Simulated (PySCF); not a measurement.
# W(OH)3: quartet, from a trigonal pyramidal start

Aim: relax W(OH)3 as a quartet from a trigonal pyramidal start, check by its vibrations whether the end is a minimum, and collect its spectrum and constants.

The runs use PySCF 2.14.0; PBE0, basis W def2-TZVP with ECP60, O def2-TZVP, H def2-TZVP, scalar-relativistic core potentials, no spin–orbit coupling, density fitting.

### 1 The starting structure

7 atoms, charge 0, spin multiplicity 4.

Bond lengths: W1–O2 2.000 Å, W1–O3 2.000 Å, W1–O4 2.000 Å, O2–H5 0.960 Å, O3–H6 0.960 Å, O4–H7 0.960 Å. Angles: O2–W1–O3 99.8°, O2–W1–O4 99.8°, O3–W1–O4 99.8°, W1–O2–H5 130.0°, W1–O3–H6 130.0°, W1–O4–H7 130.0°.

```xyz
7
charge 0 multiplicity 4
W     0.0000    0.0000    0.0000
O     1.7659    0.0000    0.9389
O    -0.8829    1.5293    0.9389
O    -0.8829   -1.5293    0.9389
H     2.3107   -0.7354    1.2286
H    -0.5185    2.3689    1.2286
H    -1.7922   -1.6335    1.2286
```

### 2 Finding the electronic state

The steps below are one call of a driver around PySCF. For each, scf.py gives the equivalent set-up of the SCF; relaxations use the driver's own optimiser. After this first run the driver tries any further starts and a stability analysis.

scf.py reads:

```python
from pyscf import gto, scf, dft
mol = gto.M(atom='''
W      0.000000     0.000000     0.000000
O      1.765900     0.000000     0.938900
O     -0.882900     1.529300     0.938900
O     -0.882900    -1.529300     0.938900
H      2.310700    -0.735400     1.228600
H     -0.518500     2.368900     1.228600
H     -1.792200    -1.633500     1.228600''',
    basis={'W': 'def2-TZVP', 'O': 'def2-TZVP', 'H': 'def2-TZVP'},
    ecp={'W': 'def2-TZVP'},
    charge=0, spin=3)
mf = dft.UKS(mol, xc='PBE0')
mf.grids.atom_grid = (50, 194)
aux = {'W': 'def2-universal-JKFIT', 'O': 'def2-universal-JKFIT', 'H': 'def2-universal-JKFIT'}
mf = mf.density_fit(auxbasis=aux)
mf.conv_tol = 1e-08
mf.diis_space = 10
mf.max_cycle = 60
mf.init_guess = 'minao'
mf.verbose = 4
mf.kernel()
```

On the command line:

```bash
> OMP_NUM_THREADS=4 python axn.py task.json out
```

The log of the run:

```text
init E= -274.413590386698
[... the frontier-level lines of each cycle are left out ...]
cycle= 1 E= -293.902072437561  delta_E= -19.5  |g|= 1.16  |ddm|= 5.63
cycle= 2 E= -287.526047589728  delta_E= 6.38  |g|= 3.89  |ddm|= 2.73
cycle= 3 E= -294.342672943816  delta_E= -6.82  |g|= 0.386  |ddm|=  2.4
cycle= 4 E= -294.405215052907  delta_E= -0.0625  |g|= 0.17  |ddm|= 0.636
cycle= 5 E= -294.42063035288  delta_E= -0.0154  |g|= 0.0438  |ddm|= 0.199
cycle= 6 E= -294.421525345901  delta_E= -0.000895  |g|= 0.0109  |ddm|= 0.0356
cycle= 7 E= -294.421705034914  delta_E= -0.00018  |g|= 0.0046  |ddm|= 0.0298
cycle= 8 E= -294.421769536567  delta_E= -6.45e-05  |g|= 0.00183  |ddm|= 0.021
cycle= 9 E= -294.421789759312  delta_E= -2.02e-05  |g|= 0.00114  |ddm|= 0.0141
cycle= 10 E= -294.421792669796  delta_E= -2.91e-06  |g|= 0.000909  |ddm|= 0.00419
cycle= 11 E= -294.421794194441  delta_E= -1.52e-06  |g|= 0.000274  |ddm|= 0.00324
cycle= 12 E= -294.421794714254  delta_E= -5.2e-07  |g|= 8.76e-05  |ddm|= 0.00248
cycle= 13 E= -294.421794796676  delta_E= -8.24e-08  |g|= 3.68e-05  |ddm|= 0.00101
cycle= 14 E= -294.421794808206  delta_E= -1.15e-08  |g|= 1.29e-05  |ddm|= 0.000401
cycle= 15 E= -294.421794809178  delta_E= -9.72e-10  |g|= 4.29e-06  |ddm|= 0.000122
Extra cycle  E= -294.421794809216  delta_E= -3.74e-11  |g|= 4.07e-06  |ddm|= 1.3e-05
converged SCF energy = -294.421794809216  <S^2> = 3.7627971  2S+1 = 4.0063934
```

This step, with its further starts and checks, took 36 s on 4 threads of Arm Neoverse V2, shared host.

The starts that the driver tried:

| start | energy (Eh) |
| --- | --- |
| the minimal-basis guess | -294.421795 |
| a thermally smeared density | -294.421795 |
| a smeared PBE density | -294.421795 |

The test of internal stability and the other starts found no lower solution of this spin.

### 3 Relaxing the quartet from the trigonal pyramidal start

The program finds C3 symmetry in the start, which this walk keeps.

scf.py: that of step 2 with these lines changed.

```diff
@@ -3,7 +3,7 @@
-W      0.000000     0.000000     0.000000
-O      1.765900     0.000000     0.938900
-O     -0.882900     1.529300     0.938900
-O     -0.882900    -1.529300     0.938900
-H      2.310700    -0.735400     1.228600
-H     -0.518500     2.368900     1.228600
-H     -1.792200    -1.633500     1.228600''',
+W     -0.000000    -0.000000    -0.207557
+O      1.765877     0.000000     0.731339
+O     -0.882936     1.529293     0.731344
+O     -0.882936    -1.529293     0.731344
+H      2.310746    -0.735386     1.021038
+H     -0.518507     2.368855     1.021044
+H     -1.792232    -1.633470     1.021046''',
@@ -20 +19,0 @@
-mf.init_guess = 'minao'
```

Energy and gradient, step by step:

| step | energy (Eh) | change (kJ/mol) | largest symmetric gradient (Eh/bohr) |
| --- | --- | --- | --- |
| 0 | -294.421795 | 0.00 | 0.09361 |
| 1 | -294.442564 | -54.53 | 0.03911 |
| 2 | -294.450096 | -74.30 | 0.01390 |
| 3 | -294.458876 | -97.36 | 0.02006 |
| 4 | -294.462056 | -105.71 | 0.02243 |
| 5 | -294.464242 | -111.44 | 0.02300 |
| 6 | -294.470044 | -126.68 | 0.02082 |
| 7 | -294.477147 | -145.33 | 0.02034 |
| 8 | -294.479064 | -150.36 | 0.01897 |
| 9 | -294.482598 | -159.64 | 0.00970 |
| 10 | -294.484831 | -165.50 | 0.01483 |
| 11 | -294.485738 | -167.88 | 0.01417 |
| 12 | -294.487066 | -171.37 | 0.00953 |
| 13 | -294.489223 | -177.03 | 0.00756 |
| 14 | -294.490706 | -180.93 | 0.00507 |
| 15 | -294.491217 | -182.27 | 0.00231 |
| 16 | -294.491315 | -182.52 | 0.00215 |
| 17 | -294.491360 | -182.64 | 0.00134 |
| 18 | -294.491396 | -182.74 | 0.00039 |
| 19 | -294.491406 | -182.76 | 0.00014 |
| 20 | -294.491407 | -182.77 | 0.00011 |

The walk took 2.2 min.

Geometry (Å) and forces (eV/Å) at some steps:

```
step 0
W    0.000   0.000  -0.208   0.003  -0.003   4.813
O    1.766   0.000   0.731  -1.416   0.370  -1.386
O   -0.883   1.529   0.731   0.389  -1.411  -1.385
O   -0.883  -1.529   0.731   1.026   1.043  -1.385
H    2.311  -0.735   1.021  -0.275  -0.196  -0.220
H   -0.519   2.369   1.021   0.306  -0.138  -0.218
H   -1.792  -1.633   1.021  -0.034   0.334  -0.218
step 1
W    0.000   0.000  -0.074  -0.008   0.000   2.011
O    1.770   0.011   0.697  -0.102  -0.064  -0.440
O   -0.895   1.528   0.697   0.111  -0.058  -0.433
O   -0.876  -1.539   0.697   0.001   0.123  -0.434
H    2.294  -0.738   1.011  -0.325   0.152  -0.235
H   -0.507   2.355   1.011   0.031  -0.357  -0.234
H   -1.786  -1.617   1.011   0.293   0.205  -0.234
step 10
W    0.000   0.000   0.617   0.001   0.004  -0.099
O    1.877  -0.169   0.420   0.587  -0.510   0.229
O   -0.792   1.710   0.420   0.145   0.761   0.229
O   -1.085  -1.541   0.420  -0.733  -0.255   0.224
H    2.447  -0.631   1.057  -0.262   0.418  -0.194
H   -0.677   2.435   1.057  -0.232  -0.436  -0.195
H   -1.770  -1.804   1.057   0.494   0.018  -0.195
step 20
W    0.000   0.000   0.448   0.004  -0.001   0.001
O    1.869  -0.367   0.368  -0.004   0.002  -0.008
O   -0.617   1.802   0.368   0.000  -0.004  -0.005
O   -1.253  -1.435   0.368  -0.001   0.003  -0.004
H    2.398  -0.470   1.165   0.005  -0.002   0.005
H   -0.792   2.312   1.165  -0.002   0.005   0.005
H   -1.606  -1.842   1.165  -0.004  -0.003   0.006
```

It settles in C3v symmetry, 182.8 kJ/mol below the start, after 20 steps: O–H 0.962 Å (×3), W–O 1.907 Å (×3); H–O–W 121.7° (×3), O–W–O 119.8° (×3).

### 4 Vibrations and properties at this point

The point is checked on the finer grid, and tightened if its gradient asks for it. The Hessian and the dipole derivatives come from central differences of analytic gradients, with steps of 0.02 bohr.

scf.py: that of step 3 with these lines changed.

```diff
@@ -3,7 +3,7 @@
-W     -0.000000    -0.000000    -0.207557
-O      1.765877     0.000000     0.731339
-O     -0.882936     1.529293     0.731344
-O     -0.882936    -1.529293     0.731344
-H      2.310746    -0.735386     1.021038
-H     -0.518507     2.368855     1.021044
-H     -1.792232    -1.633470     1.021046''',
+W      0.000000     0.000000     0.009935
+O      1.869406    -0.366470    -0.073038
+O     -0.617330     1.802188    -0.073032
+O     -1.252076    -1.435718    -0.073031
+H      2.399266    -0.470341     0.723130
+H     -0.792303     2.312994     0.723137
+H     -1.606958    -1.842653     0.723139''',
@@ -14 +14 @@
-mf.grids.atom_grid = (50, 194)
+mf.grids.atom_grid = (75, 302)
@@ -17 +17 @@
-mf.conv_tol = 1e-08
+mf.conv_tol = 1e-10
```

This SCF starts from the last density.

Log of the central SCF (cycles and frontier levels):

```text
init E= -294.491390993008
[... the frontier-level lines of each cycle are left out ...]
cycle= 1 E= -294.491390993011  delta_E= -2.96e-12  |g|= 3.71e-06  |ddm|= 2.68e-06
Extra cycle  E= -294.491390992997  delta_E= 1.36e-11  |g|= 7.42e-06  |ddm|= 5.28e-06
converged SCF energy = -294.491390992997  <S^2> = 3.7586144  2S+1 = 4.0043049
```

The whole step took 2.5 min.

Geometry: C3v; O–H 0.962 Å (×3), W–O 1.907 Å (×3); H–O–W 121.7° (×3), O–W–O 119.8° (×3).

Harmonic modes (main isotopes):

```tsv
symmetry	ω (cm⁻¹)	IR (km/mol)	μ (u)
a1	151	0.1	6.35
e	173	0.0	6.73
a2	395	0.0	1.11
e	459	244	1.12
e	679	614	10.83
a1	705	5.7	12.52
e	708	188	1.11
a1	733	34.6	1.10
e	3832	126	1.07
a1	3835	72.7	1.07
```

μ is the mass of the mode for normalised Cartesian displacements, not the reduced mass of the usual diatomic formula.

All wavenumbers are real: a minimum.

Properties at this point:

| Property | Result |
| --- | --- |
| Dipole moment | 3.52 D |
| Highest occupied level | -5.57 eV |
| Lowest empty level | -1.99 eV |
| Rotational constants | 0.1721, 0.1721, 0.0877 cm⁻¹ |
| Zero-point energy | 104.8 kJ/mol |
| Principal polarisabilities | 48.8, 53.1, 53.1 bohr³ |
| Atomisation energy without zero-point energy | 2684 kJ/mol |
| Principal traceless quadrupole moments about the centre of mass | -1.47, -1.47, 2.95 D Å |
| Entropy at 298.15 K and 1 bar (electronic part: spin only) | 337.3 J/(mol K) |
| Heat capacity Cp at 298.15 K | 95.1 J/(mol K) |
| Enthalpy at 298.15 K above 0 K | 18.72 kJ/mol |
| Rotational symmetry number | 3 |
| Spin squared ⟨S²⟩ | 3.759 |

Charges (e) and bond orders:

```json
{"atom": "W1", "Mulliken": "1.01", "Löwdin": "0.58", "polar tensor": "1.49", "spin (Mulliken)": "3.03", "Mayer order to W1": "–"}
{"atom": "O2,3,4", "Mulliken": "-0.67", "Löwdin": "-0.35", "polar tensor": "-0.78", "spin (Mulliken)": "-0.03", "Mayer order to W1": "1.03"}
{"atom": "H5,6,7", "Mulliken": "0.33", "Löwdin": "0.15", "polar tensor": "0.28", "spin (Mulliken)": "0.02", "Mayer order to W1": "0.02"}
```

Outer orbital energies (eV). α occupied: -10.83, -10.35, -9.43, -9.43, -9.02, -6.63, -5.57, -5.57; empty: -0.07, 0.13, 0.13, 0.58. β occupied: -13.75, -13.75, -10.47, -10.47, -10.07, -9.35, -9.35, -9.10; empty: -1.99, -0.58, -0.58, 0.87.

Mulliken populations on W1 (outside its core potential): s 2.60, p 6.30, d 3.98, f 0.10.

### 5 Results

```
                                          quantity                                                                                            value
                                           minimum                                                                                     quartet, C3v
                                          geometry                         O–H 0.962 Å (×3), W–O 1.907 Å (×3); H–O–W 121.7° (×3), O–W–O 119.8° (×3)
                                wavenumbers (cm⁻¹)  151 (a1), 173 (e), 395 (a2), 459 (e), 679 (e), 705 (a1), 708 (e), 733 (a1), 3832 (e), 3835 (a1)
                                     dipole moment                                                                                           3.52 D
highest occupied, lowest empty level (either spin)                                                                                  -5.57, -1.99 eV
                         polar-tensor charge of W1                                                                                          +1.49 e
                                 zero-point energy                                                                                     104.8 kJ/mol
                               entropy at 298.15 K                                                                                  337.3 J/(mol K)
         atomisation energy (no zero-point energy)                                                                                      2684 kJ/mol
                                              ⟨S²⟩                                                                                            3.759
```

**Reading.** From C3 at the start the molecule goes to a C3v minimum. The strongest infrared band lies at 679 cm⁻¹ (e). Most of the spin sits on W1 (Mulliken spin 3.03, against 3 for the whole molecule). Other starts or spin states, not run here, may lie lower. One determinant may miss the lowest occupation of an open d or f shell. With an element this heavy the missing spin–orbit coupling can shift these numbers.

The search up to here took 5.3 min.
